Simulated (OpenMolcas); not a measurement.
# Rh²⁺ among point charges: CASSCF and CASPT2 levels and susceptibility

Aim: the splitting of the states of Rh²⁺ in the field of 4 point charges, its lowest levels with spin-orbit coupling and its magnetic susceptibility.

The numbers are computed with OpenMolcas 26.06 (state-averaged CASSCF and CASPT2, spin-orbit coupling by RASSI with atomic mean-field integrals), except any that are marked as measured or tabulated.

## Step 1: What is computed

| Quantity | Value |
| --- | --- |
| Species | Rh²⁺ (rhodium, Z = 45, 43 electrons) |
| Basis | ANO-RCC-VTZP [7s6p4d2f1g], 68 functions |
| Scalar Hamiltonian | DKH2, point nucleus |
| Inactive shells | 1s 2s 2p 3s 3p 3d 4s 4p |
| Active space | 7 electrons in 5 orbitals (4d) |
| Some configurations of this space | 4d7 |
| Orbitals | optimised for each spin and parity, averaged over all roots |

Outer shells as boxes (Hund's rule):

4d7
```
4d [↑↓][↑↓][↑ ][↑ ][↑ ]
```

The ion sits among 4 point charges of -0.98 e arranged as a tetrahedron (Td), 1.85 Å from the ion.

Each step is its own input file, run in one work folder so that later steps find the files of earlier ones. Labels, J, g values, rates, χT and fits are worked out afterwards by a script from the matrices that RASSI stores.

## Step 2: One- and two-electron integrals

a.inp reads:

```
&GATEWAY
Coord
1

Rh 0.0 0.0 0.0
Basis=ANO-RCC-VTZP
Group=NoSym
NoMove
AngMom=0.0 0.0 0.0
AMFI
XField
4 Angstrom 0
1.068098 1.068098 1.068098 -0.980000
1.068098 -1.068098 -1.068098 -0.980000
-1.068098 1.068098 -1.068098 -0.980000
-1.068098 -1.068098 1.068098 -0.980000
&SEWARD
```

Command:

```bash
> OMP_NUM_THREADS=1 MOLCAS_MEM=1689 MOLCAS_PROJECT=a pymolcas a.inp > a.log
```

## Step 3: CASSCF: quartets, 10 roots

a.inp reads:

```
&RASSCF
FileOrb=start.orb
Symmetry=1
Spin=4
nActEl=7 0 0
Inactive=18
Ras2=5
CIRoot=10 10 1
SDav=10
CIMx=300
Iter=120 100
PrWF=0.3
OrbListing=Nothing
MaxOrb=0
>>> COPY $Project.JobIph JOB001
```

start.orb holds the contracted functions of the basis, ordered by shell, or the orbitals of the step before.

## Step 4: Reference wave functions, doublets, 40 roots

a.inp reads:

```
&RASSCF
FileOrb=start.orb
Symmetry=1
Spin=2
nActEl=7 0 0
Inactive=18
Ras2=5
CIRoot=40 40 1
SDav=40
CIMx=300
Iter=120 100
PrWF=0.3
OrbListing=Nothing
MaxOrb=0
>>> COPY $Project.JobIph JOB002
```

## Step 5: RASSI: spin-orbit coupling between the states

a.inp reads:

```
&RASSI
NrOfJobIphs=2 10 40
1 2 3 4 5 6 7 8 9 10
1 2 3 4 5 6 7 8 9 10 11 12 13 14 15 16 17 18 19 20 21 22 23 24 25 26 27
28 29 30 31 32 33 34 35 36 37 38 39 40
IphNames
JOB001
JOB002
EJob
SpinOrbit
DIPRint=1.0
SOCoupling=1000.0
Subsets=2
Property=9
'ANGMOM' 1 'ANGMOM' 2 'ANGMOM' 3 'MLTPL  1' 1 'MLTPL  1' 2 'MLTPL  1' 3
'AMFI' 1 'AMFI' 2 'AMFI' 3
SOProperty=3
'ANGMOM' 1 'ANGMOM' 2 'ANGMOM' 3
```

## Step 6: CASPT2: IPEA 0.25, imaginary shift 0.1 (closed shells correlated: 4s 4p)

a.inp reads:

```
>>> COPY JOB001 $Project.JobIph
&CASPT2
Multistate=10 1 2 3 4 5 6 7 8 9 10
NoMult
Frozen=14
IPEA=0.25
Imaginary=0.1
MaxIter=60
WThr=0.0 0.3 0.05
PrWF=0.5
NoMix
>>> COPY JOB002 $Project.JobIph
&CASPT2
Multistate=40 1 2 3 4 5 6 7 8 9 10 11 12 13 14 15 16 17 18 19 20 21 22
23 24 25 26 27 28 29 30 31 32 33 34 35 36 37 38 39 40
NoMult
Frozen=14
IPEA=0.25
Imaginary=0.1
MaxIter=60
WThr=0.0 0.3 0.05
PrWF=0.5
NoMix
```

(Steps that only read results are left out.)

**Question.** What will these runs give? Wanted: spin-free ground state; first state of the same spin within the active space; lowest level; next level.

**Answer**, as computed:

```
                                            quantity                                                                        value
                                              method  SS-CASPT2, IPEA 0.25, imaginary shift 0.1 (closed shells correlated: 4s 4p)
                              spin-free ground state                                              4A2, 1-fold in its orbital part
first state of the same spin within the active space                                                             4T2 at 2560 cm⁻¹
                                        lowest level                                                                    4-fold Γ8
                                          next level                                                                  2107.5 cm⁻¹
                                         χT at 300 K                                                               3.88 cm³ K/mol
                           effective moment at 300 K                                                                      5.57 μB
```

Cost by method:

| method | time of its own steps | time with the reference |
| --- | --- | --- |
| A. CASSCF | 13 s | 13 s |
| B. SS-CASPT2, IPEA 0.25, imaginary shift 0.1, +4s 4p | 15 s | 28 s |

Times are of one thread on a shared host.

The spin-free ground state (4A2) comes to 100 % from free-ion F terms and keeps the highest spin of the shell. χT at 300 K is 3.88, against 1.88 cm³ K/mol for the spin alone, so orbital moment adds to it. CASPT2 does not keep the components of a term degenerate, and the means are used. The field of point charges can differ much from that of real complexes. This is an electrostatic model: the charges have no orbitals.
